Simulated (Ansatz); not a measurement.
# C₃H₇BO: small, medium and large basis sets

How large a basis does C₃H₇BO need? Two functionals are run in growing sets.

Computed with Ansatz 0.2.0, Gaussian basis. Level: one geometry, several basis sets.

Plan: PBE0-D4/def2-SVP; ωB97M-V/def2-SVP; PBE0-D4/def2-QZVPP; ωB97M-V/def2-QZVPP; the functionals' def2-TZVPP values are taken from earlier runs.

## 1. The relaxed structure

The geometry comes from an earlier relaxation with PBE0-D4 in a triple-zeta def2 set; it is a stationary point, not always the lowest conformer.

SMILES `CB1OC1C`, 12 atoms, charge 0, spin multiplicity 1.

Atoms are counted from 1 here; the program's logs count them from 0.

Bond lengths: C1–B2 1.544 Å, C1–H6 1.091 Å, C1–H7 1.094 Å, C1–H8 1.094 Å, B2–O3 1.335 Å, B2–C4 1.517 Å, O3–C4 1.507 Å, C4–C5 1.497 Å, C4–H9 1.089 Å, C5–H10 1.092 Å, C5–H11 1.094 Å, C5–H12 1.094 Å. Angles: B2–C1–H6 112.7°, B2–C1–H7 110.1°, B2–C1–H8 110.3°, H6–C1–H7 108.7°, H6–C1–H8 108.8°, H7–C1–H8 106.1°, C1–B2–O3 138.6°, C1–B2–C4 157.9°, O3–B2–C4 63.4°, B2–O3–C4 64.2°, B2–C4–O3 52.4°, B2–C4–C5 125.1°, B2–C4–H9 119.9°, O3–C4–C5 114.6°, O3–C4–H9 110.3°, C5–C4–H9 114.4°, C4–C5–H10 111.8°, C4–C5–H11 111.6° and more.

## 2. PBE0-D4 in def2-SVP

in.yaml

```yaml
crystal:
  periodic: [false, false, false]
  atoms:
    - {symbol: C, position_ang: [-2.115363, 0.231482, 0.008940]}
    - {symbol: B, position_ang: [-0.616454, 0.286006, 0.375007]}
    - {symbol: O, position_ang: [0.162411, 0.085424, 1.439959]}
    - {symbol: C, position_ang: [0.876384, 0.454237, 0.165372]}
    - {symbol: C, position_ang: [1.795549, -0.602974, -0.362951]}
    - {symbol: H, position_ang: [-2.747114, -0.028937, 0.860054]}
    - {symbol: H, position_ang: [-2.280834, -0.500434, -0.787629]}
    - {symbol: H, position_ang: [-2.443007, 1.195179, -0.392085]}
    - {symbol: H, position_ang: [1.330902, 1.439703, 0.259290]}
    - {symbol: H, position_ang: [1.297312, -1.571506, -0.440802]}
    - {symbol: H, position_ang: [2.678966, -0.722302, 0.271585]}
    - {symbol: H, position_ang: [2.137948, -0.321079, -1.362739]}
basis:
  gaussian: {orbitals: def2-SVP}
hamiltonian: {xc: pbe0, dispersion: d4}
output: {orbitals: {seedname: orbitals}}
```

Further steps of the session: ωB97M-V in def2-SVP; PBE0-D4 in def2-QZVPP; ωB97M-V in def2-QZVPP.

Before running them: what should the planned runs give, taken together? Wanted: PBE0-D4: double and triple zeta above quadruple; ωB97M-V: double and triple zeta above quadruple.

The runs gave:

| quantity | value |
| --- | --- |
| PBE0-D4: double and triple zeta above quadruple | 6.98, 0.34 eV |
| ωB97M-V: double and triple zeta above quadruple | 7.26, 0.32 eV |

In words: For PBE0-D4 the step from double to triple zeta gains 6.64 eV and the next only 0.34 eV. Total energies overstate the basis error of differences, where much of it tends to cancel. The LUMO of ωB97M-V is positive and keeps falling with the basis (2.63 to 1.61 eV): an unbound level that the basis holds in place.
